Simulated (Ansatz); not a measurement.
# ClFH₂O₂Si: a ladder of functionals and wavefunction methods

How much do the methods differ for ClFH₂O₂Si? The plan is to run it at one geometry with functionals of several rungs and with coupled cluster. The yardstick is the atomisation energy at the CCSD(T) limit.

Program: Ansatz 0.2.0, Gaussian basis. Level of theory: functionals in def2-TZVPP, the program's frozen cores in correlated methods. These are calculated values, not measurements.

The runs, in order: PBE-D4, r2SCAN-D4, PBE0-D4, B3LYP-D4, ωB97X-V, ωB97M-V, B2PLYP; CCSD(T)/def2-TZVPP; CCSD(T)/def2-QZVPP; extrapolation to the limit.

## (1) The relaxed structure

All runs share one geometry, relaxed beforehand with PBE0-D4 in a triple-zeta def2 set.

SMILES `O[Si](O)(F)Cl`, 7 atoms, charge 0, spin multiplicity 1.

Atoms are counted from 1 here; the program's logs count them from 0.

Bond lengths: O1–Si2 1.620 Å, O1–H6 0.958 Å, Si2–O3 1.612 Å, Si2–F4 1.584 Å, Si2–Cl5 2.024 Å, O3–H7 0.959 Å. Angles: Si2–O1–H6 119.1°, O1–Si2–O3 108.8°, O1–Si2–F4 109.2°, O1–Si2–Cl5 113.0°, O3–Si2–F4 111.4°, O3–Si2–Cl5 108.3°, F4–Si2–Cl5 106.0°, Si2–O3–H7 117.9°.

## (2) PBE-D4 (GGA)

Input file in.yaml:

```yaml
crystal:
  periodic: [false, false, false]
  atoms:
    - {symbol: O, position_ang: [-1.289200, -0.397290, 0.164298]}
    - {symbol: Si, position_ang: [0.174520, 0.258489, -0.061399]}
    - {symbol: O, position_ang: [1.297522, -0.830178, 0.329045]}
    - {symbol: F, position_ang: [0.313639, 0.716830, -1.571631]}
    - {symbol: Cl, position_ang: [0.479823, 1.917678, 1.056484]}
    - {symbol: H, position_ang: [-2.066538, 0.090847, -0.110770]}
    - {symbol: H, position_ang: [1.090235, -1.756387, 0.193973]}
basis:
  gaussian: {orbitals: def2-TZVPP}
hamiltonian: {xc: pbe, dispersion: d4}
output: {forces: true, orbitals: {seedname: orbitals}}
```

Command:

```sh
$ ansatz run in.yaml --threads 2 --pin off --events-out ev --progress --plain --max-ram 32768MiB --backend cpu
```

Further steps of the session: r2SCAN-D4 (meta-GGA); PBE0-D4 (hybrid); B3LYP-D4 (hybrid); ωB97X-V (range-separated); ωB97M-V (range-separated); B2PLYP (double hybrid); CCSD(T) in def2-TZVPP; CCSD(T) in def2-QZVPP.

**Question.** What will the summary of the whole plan be? Wanted: atomisation energy, CCSD(T)/CBS; farthest; mean size of error, hybrid; mean size of error, range-separated; gap, smallest and largest; T1 diagnostic; triples share of the correlation energy.

The runs gave:

```
                               quantity                                 value
        atomisation energy, CCSD(T)/CBS                         2908.3 kJ/mol
 functionals within 14.5 kJ/mol (0.5 %)                                PBE-D4
                               farthest                PBE0-D4 (-70.4 kJ/mol)
             mean size of error, hybrid                           68.5 kJ/mol
    mean size of error, range-separated                           22.5 kJ/mol
              gap, smallest and largest  7.25 eV (PBE-D4), 14.19 eV (ωB97X-V)
                          T1 diagnostic                                0.0106
triples share of the correlation energy                                 3.4 %
```

**Reading.** PBE-D4 is off by +4.0 kJ/mol. Double hybrids carry the basis error of their MP2 part in triple zeta, and no dispersion term here, so their miss is partly the set-up's. The reference freezes the cores and leaves out relativity and excitations past (T), so misses under about 14.5 kJ/mol can't be ranked. Hartree-Fock recovers 71 % of the binding; the rest is correlation. The gap grows from 7.3 to 14.2 eV across the functionals, mostly with the share of exact exchange.
